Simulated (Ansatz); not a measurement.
# Barium, beta-Sn type under BLYP: from relaxation to bulk modulus

The plan for barium in the beta-Sn type structure: relax it, solve it on a dense k-mesh, then scale the cell to 7 volumes from 88 to 112 % of the relaxed one and try a fit of the equation of state. Spin polarisation is left out. The k-meshes are 8×8×6 for the relaxation; 14×14×9 for the dense run; 10×10×7 for the volumes.

Computed with Ansatz 0.2.0 (DFT BLYP, plane waves (420 eV) with PAW, scalar-relativistic; PBE-made PAW files, unless a step says otherwise).

### Step 1. The system as given

The structure is tetragonal, space group I4_1/amd (No. 141). Conventional cell: a = 7.834 Å, b = 7.834 Å, c = 4.277 Å, α = 90.00°, β = 90.00°, γ = 90.00°. Around Ba (site symmetry -4m2) lie 6 Ba at 4.06 to 4.28 Å.

As a file:

```
Ba
1.0
    -3.91696    3.91696    2.13866
     3.91696   -3.91696    2.13866
     3.91696    3.91696   -2.13866
Ba
2
Direct
  0.00000 0.00000 0.00000
  0.75000 0.25000 0.50000
```

### Step 2. Relaxation of the cell

File input.yaml:

```yaml
crystal:
  lattice:
    - [-3.9169578005, 3.9169578005, 2.1386589591]
    - [3.9169578005, -3.9169578005, 2.1386589591]
    - [3.9169578005, 3.9169578005, -2.1386589591]
  atoms:
    - { symbol: Ba, position: [0.0, 0.0, 0.0] }
    - { symbol: Ba, position: [0.75, 0.25, 0.5] }
hamiltonian:
  xc: blyp
  pseudopotentials:
    kind: paw
    azcp:
      Ba: "pseudopotentials/Ba.paw.azcp"
basis:
  ecutwfc: 420
  fft_grid_basis: typed
kpoints:
  mp_grid: { grid: [8, 8, 6], shift: [0, 0, 0] }
magnetization:
  spin_polarized: false
scf:
  occupations: { method: fermi_dirac, width: 0.1 }
relax:
  max_steps: 60
  f_tol: 0.01
  cell: {}
```

Command:

```bash
$ ansatz run input.yaml --threads 2 --pin off --max-ram 5120MiB --backend cpu --events-out ev --progress --plain --runs-dir out
```

After this run come: Dense single point; Volume × 0.88; Volume × 0.92; Volume × 0.96; Volume × 1.0; Volume × 1.04; Volume × 1.08; Volume × 1.12.

What does the calculation give? Wanted: space group; conventional cell; volume; shortest distance; gap on the mesh; relative to bcc; highest ELF outside the cores; V₀, B₀, B₀′.

As calculated:

```
                      quantity                                   value
space group (spins left aside)                      I4_1/amd (No. 141)
             conventional cell  a = 7.864 Å, c = 4.233 Å (c/a = 0.538)
                        volume                          65.445 Å³/atom
             shortest distance                                 4.072 Å
               gap on the mesh            none (levels filled in part)
               relative to bcc                           +179 meV/atom
 highest ELF outside the cores      0.60, 2.95 Å from the nearest atom
                   V₀, B₀, B₀′            64.598 Å³/atom, 7.2 GPa, 3.8
```

What this shows: From the guessed start the volume shrank by 0.3 % in 4 steps. It lies 179 meV/atom above the element's reference form at the same level (bcc, from a run of its own). No gap shows: it is a metal or semimetal at this level. The fitted modulus is 7.2 GPa, a soft solid; letting shape and positions relax at each volume could only lower it. The symmetry was held, so the structure may be unstable against distortions that break it.
